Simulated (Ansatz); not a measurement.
Geometry optimisation, DFT PBE, scalar-relativistic, plane waves, PAW in Ansatz.

input.yaml

```yaml
crystal:
  lattice:
    - [5.048742, 0.0, 0.0]
    - [2.524371, 4.372339, 0.0]
    - [0.0, 0.0, 17.776426]
  atoms:
    - { symbol: H, position: [0.1666667, 0.1666667, 0.0562543] }
    - { symbol: H, position: [0.6666667, 0.1666667, 0.0562543] }
    - { symbol: H, position: [0.1666667, 0.6666667, 0.0562543] }
    - { symbol: H, position: [0.6666667, 0.6666667, 0.0562543] }
    - { symbol: C, position: [0.1666667, 0.1666667, 0.118134] }
    - { symbol: C, position: [0.6666667, 0.1666667, 0.118134] }
    - { symbol: C, position: [0.1666667, 0.6666667, 0.118134] }
    - { symbol: C, position: [0.6666667, 0.6666667, 0.118134] }
    - { symbol: C, position: [-0.1666667, 0.3333333, 0.147121] }
    - { symbol: C, position: [0.3333333, 0.3333333, 0.147121] }
    - { symbol: C, position: [-0.1666667, 0.8333333, 0.147121] }
    - { symbol: C, position: [0.3333333, 0.8333333, 0.147121] }
    - { symbol: C, position: [-0.1666667, 0.3333333, 0.234082] }
    - { symbol: C, position: [0.3333333, 0.3333333, 0.234082] }
    - { symbol: C, position: [-0.1666667, 0.8333333, 0.234082] }
    - { symbol: C, position: [0.3333333, 0.8333333, 0.234082] }
    - { symbol: C, position: [0.0, 0.0, 0.2630689] }
    - { symbol: C, position: [0.5, 0.0, 0.2630689] }
    - { symbol: C, position: [0.0, 0.5, 0.2630689] }
    - { symbol: C, position: [0.5, 0.5, 0.2630689] }
    - { symbol: H, position: [0.5, 0.0, 0.3249487] }
    - { symbol: H, position: [0.0, 0.5, 0.3249487] }
    - { symbol: H, position: [0.5, 0.5, 0.3249487] }
    - { symbol: Hf, position: [0.3562864, 0.628764, 0.4374572], spin: 1.0 }
magnetization:
  spin_polarized: true
basis:
  ecutwfc: 420.0
kpoints:
  mp_grid: { grid: [2, 2, 1] }
hamiltonian:
  xc: pbe
  pseudopotentials: { kind: paw, azcp: { folder: soft_1 } }
scf:
  occupations: { method: fermi_dirac, width: 0.02 }
  lower_state_search: "off"
relax:
  f_tol: 0.08
  max_steps: 25
  adjacent_minimum: "off"
  constraints: [{ sites: [0, 1, 2, 3, 4, 5, 6, 7, 8, 9, 10, 11] }]
```

Run as:

```bash
$ ansatz run input.yaml --threads 1 --pin off --max-ram 3072MiB --backend cpu --events-out ev --progress --plain --runs-dir out
```

Q: Where does it end, and by what steps?

A: The run converged. Limits of this set-up: coarse k mesh, thin slab, slab without dipole correction. After 11 steps the energy has fallen by 2.108 eV; Hf24 moved furthest, 1.83 Å. Joined: C17–Hf24 (3.60 → 2.28 Å).

```json
{"step": "0", "energy less start (eV)": "0.0000", "largest force component (eV/Å)": "2.578", "accepted": "yes"}
{"step": "1", "energy less start (eV)": "-0.3558", "largest force component (eV/Å)": "0.774", "accepted": "yes"}
{"step": "2", "energy less start (eV)": "-0.5698", "largest force component (eV/Å)": "0.747", "accepted": "yes"}
{"step": "3", "energy less start (eV)": "-0.8050", "largest force component (eV/Å)": "0.876", "accepted": "yes"}
{"step": "4", "energy less start (eV)": "-1.0793", "largest force component (eV/Å)": "1.116", "accepted": "yes"}
{"step": "5", "energy less start (eV)": "-1.3899", "largest force component (eV/Å)": "1.169", "accepted": "yes"}
{"step": "6", "energy less start (eV)": "-1.6971", "largest force component (eV/Å)": "0.974", "accepted": "yes"}
{"step": "7", "energy less start (eV)": "-1.9481", "largest force component (eV/Å)": "0.571", "accepted": "yes"}
{"step": "8", "energy less start (eV)": "-2.0469", "largest force component (eV/Å)": "0.302", "accepted": "yes"}
{"step": "9", "energy less start (eV)": "-2.0954", "largest force component (eV/Å)": "0.227", "accepted": "yes"}
{"step": "10", "energy less start (eV)": "-2.1066", "largest force component (eV/Å)": "0.112", "accepted": "yes"}
{"step": "11", "energy less start (eV)": "-2.1081", "largest force component (eV/Å)": "0.019", "accepted": "yes"}
```

```xyz
24
Lattice="5.0487 0.0000 0.0000 2.5244 4.3723 0.0000 0.0000 0.0000 17.7764" Properties=species:S:1:pos:R:3
H 1.262 0.729 1.000
H 3.787 0.729 1.000
H 2.524 2.915 1.000
H 5.049 2.915 1.000
C 1.262 0.729 2.100
C 3.787 0.729 2.100
C 2.524 2.915 2.100
C 5.049 2.915 2.100
C 0.000 1.457 2.615
C 2.524 1.457 2.615
C 1.262 3.644 2.615
C 3.787 3.644 2.615
C 0.001 1.450 4.179
C 2.525 1.458 4.161
C 1.267 3.646 4.173
C 3.783 3.646 4.170
C 0.002 -0.004 4.707
C 2.525 0.002 4.641
C 1.263 2.186 4.642
C 3.786 2.186 4.642
H 2.528 0.018 5.763
H 1.275 2.174 5.765
H 3.776 2.172 5.767
Hf 2.617 4.210 6.982
```

Time of the run: 3.4 min on 1 thread of Arm Neoverse V2, with other jobs on the host, peak memory 0.78 GiB.
